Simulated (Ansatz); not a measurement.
**BeLi− (singlet): from Hartree-Fock to the top rungs at distance Li1–Be2 = 8.099 Å, aug-cc-pVTZ**

An exercise on one series of results from a longer session: the logs are not shown, and one member is left open.

Method: aug-cc-pVTZ, core rule «outside noble gas», up to 2 orbitals frozen; program: Ansatz 0.2.0, Gaussian basis.

The runs, in order: UHF; CCSD(T) on RHF; CCSD(T) on UHF; BCCD(T) on RHF; CCSDT(Q) on RHF; CCSDT(Q) on UHF; Full CI.

44 further runs of the same task are left out: 23 for a known fault of the program, 14 that didn't finish, 7 set aside as unsound or not needed.

### What is computed

The geometry derives from a PBE0/def2-TZVPD stationary point (not a proven minimum). One bond is set to the value named and the two fragments are kept rigid.

2 atoms, charge -1, spin multiplicity 1.

Atoms are counted from 1 here; the program's logs count them from 0.

No contacts short enough for the rule that draws bonds.

The first run:

in.yaml

```yaml
crystal:
  periodic: [false, false, false]
  atoms:
    - {symbol: Li, position_ang: [0.000000, 0.000000, 0.000000]}
    - {symbol: Be, position_ang: [0.000000, 0.000000, 8.099000]}
basis:
  gaussian: {orbitals: aug-cc-pVTZ}
total_charge: -1
magnetization: {spin_polarized: true, initial_magnetization: 0}
hamiltonian: {xc: hf}
output: {orbitals: {seedname: orbitals}}
```

Command:

```console
$ ansatz run in.yaml --threads 1 --pin off --events-out ev --progress --plain --max-ram 2393MiB
```

Among the steps run: UHF; CCSD(T) on RHF; CCSD(T) on UHF; BCCD(T) on RHF; CCSDT(Q) on RHF; CCSDT(Q) on UHF; Full CI.

One of the session's tables, all rows but one given; the rest of the session is left out.

It belongs to the step «Misses and costs». 

```
   method  from FCI (kJ/mol)
      RHF             +191.5
      UHF             +181.8
     RMP2                  ?
     UMP2              +91.0
    RCCSD               +0.3
    UCCSD               +0.3
 RCCSD(T)               +0.1
 UCCSD(T)               +0.1
  BCCD(T)               +0.1
   RCCSDT                0.0
   UCCSDT                0.0
RCCSDT(Q)                0.0
UCCSDT(Q)                0.0
      FCI                  0
```

Estimate the missing values for RMP2.

The run gave: from FCI (kJ/mol): +70.9. In the column «from FCI (kJ/mol)» it lies between UCCSD (+0.3) and UMP2 (+91.0).

To keep in mind: The determinant is far from a pure spin state, so its energy mixes those of several spin states (harmless only where they are near-degenerate, as at dissociation). Restricted and unrestricted rows rest on different reference determinants; where their highest levels disagree by more than a few hundredths of an eV, they describe different states and don't form one ladder.
